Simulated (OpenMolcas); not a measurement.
# Os⁵⁺ among point charges: CASSCF and CASPT2 levels and susceptibility

Aim: the splitting of the states of Os⁵⁺ in the field of 6 point charges, its lowest levels with spin-orbit coupling and its magnetic susceptibility.

The numbers are computed with OpenMolcas 26.06 (state-averaged CASSCF and CASPT2, spin-orbit coupling by RASSI with atomic mean-field integrals), except any that are marked as measured or tabulated.

## Step 1: The atom as given

- Species: Os⁵⁺ (osmium, Z = 76, 71 electrons)
- Basis: ANO-RCC-VDZP [7s6p4d2f1g], 68 functions
- Scalar Hamiltonian: DKH2, point nucleus
- Inactive shells: 1s 2s 2p 3s 3p 3d 4s 4p 4d 4f 5s 5p
- Active space: 3 electrons in 5 orbitals (5d)
- Some configurations of this space: 5d3
- Orbitals: optimised for each spin and parity, averaged over all roots

Outer shells as boxes (Hund's rule):

5d3
```
5d [↑ ][↑ ][↑ ][  ][  ]
```

The ion sits among 6 point charges of -1.5 e arranged as a tetragonal octahedron (D4h), 1.93 Å from the ion.

The work runs as a chain of OpenMolcas steps in one folder; each step below is one input file. Labels, J, g values, rates, χT and fits are worked out afterwards by a script from the matrices that RASSI stores. The input lists half of the charges; inversion (Group=XYZ) makes the rest.

## Step 2: Basis and integrals

a.inp

```
&GATEWAY
Coord
1

Os 0.0 0.0 0.0
Basis=ANO-RCC-VDZP
Group=XYZ
NoMove
AngMom=0.0 0.0 0.0
AMFI
XField
3 Angstrom 0
1.930000 0.000000 0.000000 -1.500000
0.000000 1.930000 0.000000 -1.500000
0.000000 0.000000 1.930000 -1.500000
&SEWARD
```

Command:

```
> OMP_NUM_THREADS=1 MOLCAS_MEM=1689 MOLCAS_PROJECT=a pymolcas a.inp > a.log
```

## Step 3: Reference wave functions, quartets of even parity, 10 roots

a.inp

```
&RASSCF
FileOrb=start.orb
Symmetry=1
Spin=4
nActEl=3 0 0
Inactive=15 19
Ras2=5 0
CIRoot=10 10 1
SDav=10
CIMx=300
Iter=120 100
PrWF=0.3
OrbListing=Nothing
MaxOrb=0
>>> COPY $Project.JobIph JOB001
```

start.orb holds the contracted functions of the basis, ordered by shell, or the orbitals of the step before.

## Step 4: CASSCF: doublets of even parity, 40 roots

a.inp

```
&RASSCF
FileOrb=start.orb
Symmetry=1
Spin=2
nActEl=3 0 0
Inactive=15 19
Ras2=5 0
CIRoot=40 40 1
SDav=40
CIMx=300
Iter=120 100
PrWF=0.3
OrbListing=Nothing
MaxOrb=0
>>> COPY $Project.JobIph JOB002
```

## Step 5: RASSI: spin-orbit coupling between the states

a.inp

```
&RASSI
NrOfJobIphs=2 10 40
1 2 3 4 5 6 7 8 9 10
1 2 3 4 5 6 7 8 9 10 11 12 13 14 15 16 17 18 19 20 21 22 23 24 25 26 27
28 29 30 31 32 33 34 35 36 37 38 39 40
IphNames
JOB001
JOB002
EJob
SpinOrbit
DIPRint=1.0
SOCoupling=1000.0
Subsets=2
Property=9
'ANGMOM' 1 'ANGMOM' 2 'ANGMOM' 3 'MLTPL  1' 1 'MLTPL  1' 2 'MLTPL  1' 3
'AMFI' 1 'AMFI' 2 'AMFI' 3
SOProperty=3
'ANGMOM' 1 'ANGMOM' 2 'ANGMOM' 3
```

## Step 6: CASPT2: IPEA 0.25, imaginary shift 0.1 (closed shells correlated: 5s 5p)

a.inp

```
>>> COPY JOB001 $Project.JobIph
&CASPT2
Multistate=10 1 2 3 4 5 6 7 8 9 10
NoMult
Frozen=14 16
IPEA=0.25
Imaginary=0.1
MaxIter=60
WThr=0.0 0.3 0.05
PrWF=0.5
NoMix
>>> COPY JOB002 $Project.JobIph
&CASPT2
Multistate=40 1 2 3 4 5 6 7 8 9 10 11 12 13 14 15 16 17 18 19 20 21 22
23 24 25 26 27 28 29 30 31 32 33 34 35 36 37 38 39 40
NoMult
Frozen=14 16
IPEA=0.25
Imaginary=0.1
MaxIter=60
WThr=0.0 0.3 0.05
PrWF=0.5
NoMix
```

(Steps that only read results are left out.)

Q: Predict the outcome of this session. Wanted: spin-free ground state; first state of the same spin within the active space; lowest level; next level.

The runs gave:

| quantity | value |
| --- | --- |
| method | SS-CASPT2, IPEA 0.25, imaginary shift 0.1 (closed shells correlated: 5s 5p) |
| spin-free ground state | 4B1, 1-fold in its orbital part |
| first state of the same spin within the active space | quartet at 8420 cm⁻¹ |
| lowest level | 4-fold |
| next level | 8421.6 cm⁻¹ |
| χT at 300 K | 0.18 cm³ K/mol |
| effective moment at 300 K | 1.18 μB |

Cost by method:

| method | time of its own steps | time with the reference |
| --- | --- | --- |
| A. CASSCF | 9.8 s | 9.8 s |
| B. SS-CASPT2, IPEA 0.25, imaginary shift 0.1, +5s 5p | 4.7 s | 15 s |

Times are of one thread on a shared host.

In words: The spin-free ground state (4B1) comes to 100 % from free-ion F terms and keeps the highest spin of the shell. χT at 300 K is 0.18, against 1.88 cm³ K/mol for the spin alone, so spin-orbit coupling lowers it. CASPT2 does not keep the components of a term degenerate, and the means are used. The field of point charges can differ much from that of real complexes. This is an electrostatic model: the charges have no orbitals.
